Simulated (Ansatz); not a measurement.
Set up this calculation in Ansatz 0.2.0, as the native input.

```yaml
Task: relaxation of cell and atoms
Functional: PBEsol
Dispersion: D3(BJ)
Potentials_or_basis: Ansatz PAW
Cutoff: "420 eV (not typed: the program's choice for these potentials)"
k_mesh: 3 × 3 × 2
Occupations: fermi-dirac, width 0.05 eV
Spin: collinear spin, ferromagnetic start
Starting_moments: "[0.0, 0.0, 2.0, 2.0, 2.0, 0.0, 0.0, 0.0, 0.0, 0.0, 0.0, 0.0, 0.0, 0.0, 0.0, 0.0, 0.0, 0.0, 0.0, 0.0, 0.0, 0.0] μB"
```

Crystal: Ba2Tl5V3O12.

```xyz
22
Lattice="6.5455 0.0000 0.0000 0.0000 6.5455 0.0000 0.0000 0.0000 13.5748" Properties=species:S:1:pos:R:3 pbc="T T T"
Ba    3.2727    0.0000    7.6456
Ba    0.0000    3.2727    5.9292
V     0.0000    0.0000    6.7874
V     0.0000    0.0000    0.0000
V     3.2727    3.2727    6.7874
Tl    3.2727    0.0000    0.4045
Tl    0.0000    3.2727    9.3449
Tl    0.0000    3.2727   13.1703
Tl    3.2727    0.0000    4.2299
Tl    3.2727    3.2727    0.0000
O     5.3426    5.8159    5.7872
O     5.8159    1.2029    7.7876
O     0.7296    5.3426    7.7876
O     1.2029    0.7296    5.7872
O     5.3854    5.6192   12.6653
O     5.6192    1.1601    0.9095
O     0.9263    5.3854    0.9095
O     1.1601    0.9263   12.6653
O     4.4721    4.0001    7.7933
O     4.0001    2.0734    5.7815
O     2.5453    4.4721    5.7815
O     2.0734    2.5453    7.7933
```

The cell was built by a generator and needn't be a form met in nature.

One way to write it, as run:

input.yaml

```yaml
crystal:
  lattice:
    - [6.54548, 0.0, 0.0]
    - [0.0, 6.54548, 0.0]
    - [0.0, 0.0, 13.57484]
  atoms:
    - { symbol: Ba, position: [0.5, 0.0, 0.56322] }
    - { symbol: Ba, position: [0.0, 0.5, 0.43678] }
    - { symbol: V, position: [0.0, 0.0, 0.5], spin: 2.0 }
    - { symbol: V, position: [0.0, 0.0, 0.0], spin: 2.0 }
    - { symbol: V, position: [0.5, 0.5, 0.5], spin: 2.0 }
    - { symbol: Tl, position: [0.5, 0.0, 0.0298] }
    - { symbol: Tl, position: [0.0, 0.5, 0.6884] }
    - { symbol: Tl, position: [0.0, 0.5, 0.9702] }
    - { symbol: Tl, position: [0.5, 0.0, 0.3116] }
    - { symbol: Tl, position: [0.5, 0.5, 0.0] }
    - { symbol: O, position: [0.81622, 0.88853, 0.42632] }
    - { symbol: O, position: [0.88853, 0.18378, 0.57368] }
    - { symbol: O, position: [0.11147, 0.81622, 0.57368] }
    - { symbol: O, position: [0.18378, 0.11147, 0.42632] }
    - { symbol: O, position: [0.82276, 0.85849, 0.933] }
    - { symbol: O, position: [0.85849, 0.17724, 0.067] }
    - { symbol: O, position: [0.14151, 0.82276, 0.067] }
    - { symbol: O, position: [0.17724, 0.14151, 0.933] }
    - { symbol: O, position: [0.68323, 0.61113, 0.5741] }
    - { symbol: O, position: [0.61113, 0.31677, 0.4259] }
    - { symbol: O, position: [0.38887, 0.68323, 0.4259] }
    - { symbol: O, position: [0.31677, 0.38887, 0.5741] }
hamiltonian:
  xc: pbesol
  pseudopotentials: { kind: paw }
  dispersion: d3bj
magnetization:
  spin_polarized: true
kpoints:
  mp_grid: { grid: [3, 3, 2] }
scf:
  occupations: { method: fermi_dirac, width: 0.05 }
output:
  forces: true
  stress: true
  eigenvalues: true
relax:
  f_tol: 0.01
  max_steps: 40
  cell: { stress_tol: 0.05 }
```

Potentials or basis: Ansatz PAW.

The run is started by

```console
$ ansatz run input.yaml --threads 8 --pin off --max-ram 20480MiB --backend cpu --events-out ev --progress --plain --runs-dir out
```

Results of the run:

The relaxed volume is 19.25 Å³/atom and the relaxed cell is a = 6.400 Å, b = 6.400 Å, c = 10.340 Å, α = 90.00°, β = 90.00°, γ = 90.00°. The space group after relaxing (to 0.05 Å) is P-4 (No. 81). The energy gained by relaxing is 52.0 meV/atom and the ionic steps are 18. The pressure after relaxing is 0.0 GPa. The band gap on the k mesh is 0.87 eV, direct, the net moment is 0.00 μB per cell and the absolute moment is 0.00 μB per cell.

Caveat: the volume moved by over 15 % at a fixed basis, so the end points are rough; odd divisions of the mesh miss points on the zone boundary, where band edges often lie, so the gap on the mesh can be too wide; the plane-wave basis is chosen anew once the cell has moved, so the energies of steps on either side of that aren't comparable; the pressure holds a Pulay correction of +0.4 GPa for the finite cutoff; spin-orbit coupling is left out, which as a rule narrows the gap of such compounds by several tenths of an eV; the PAW data sets come from PBE, with cores solved anew for the run's functional, which leaves a small shift of forces and pressure; the starting moments weren't kept.

Run time: 6.6 min on 8 threads of Arm Neoverse V1, on a shared host, peak memory 3.1 GiB.
